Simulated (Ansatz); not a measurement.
# Ir: the cost of one run

Computed with Ansatz 0.2.0 (DFT r2SCAN, scalar-relativistic, plane waves, PAW, unless a step's input says otherwise).

3 further runs of the same task are left out: 2 that didn't finish, 1 set aside as unsound or not needed.

### 1 The system as given

Symmetry: Fm-3m, No. 225, cubic system. Conventional cell: a = 3.839 Å, b = 3.839 Å, c = 3.839 Å, α = 90.00°, β = 90.00°, γ = 90.00°. Ir (site symmetry m-3m) has 12 Ir at 2.71 Å as nearest neighbours.

Coordinates:

```cif
data_structure
_symmetry_space_group_name_H-M 'P 1'
_symmetry_Int_Tables_number 1
_cell_length_a 2.7149
_cell_length_b 2.7149
_cell_length_c 2.7149
_cell_angle_alpha 60.000
_cell_angle_beta 60.000
_cell_angle_gamma 60.000
_cell_volume 14.15
loop_
_atom_site_label
_atom_site_type_symbol
_atom_site_fract_x
_atom_site_fract_y
_atom_site_fract_z
_atom_site_occupancy
Ir1 Ir 0.00000 0.00000 0.00000 1
```

The cell is taken as given, not relaxed at this level.

### 2 The reference cell

Reference values: F = -11948.7249 eV; pressure 1.58 GPa; largest force 0.000 eV/Å; gap on the mesh none (metal). It was computed beforehand with the settings of the runs below.

### 3 Setting up biaxial against axial strain

The cell is strained by p along both x and y and by q along z, with fractional coordinates fixed.

### 4 Point p = -0.050, q = -0.050

The input, input.yaml:

```yaml
crystal:
  lattice:
    - [0.0, 1.823715, 1.823715]
    - [1.823715, 0.0, 1.823715]
    - [1.823715, 1.823715, 0.0]
  atoms:
    - { symbol: Ir, position: [0.0, 0.0, 0.0] }
basis:
  ecutwfc: 500
kpoints:
  mp_grid: { grid: [22, 22, 22] }
hamiltonian:
  xc: r2scan
scf:
  occupations: { method: gaussian, width: 0.15 }
output:
  forces: true
  stress: true
  eigenvalues: true
```

The run is started by

```bash
> ansatz run input.yaml --threads 1 --pin off --max-ram 2560MiB --backend cpu --events-out ev --progress --plain --runs-dir out
```

**Question.** How long does this run take on 1 thread of AMD EPYC 7R43 (Zen 3), shared host, and how much memory does it need?

About 4.9 s, with a peak of 0.42 GiB.
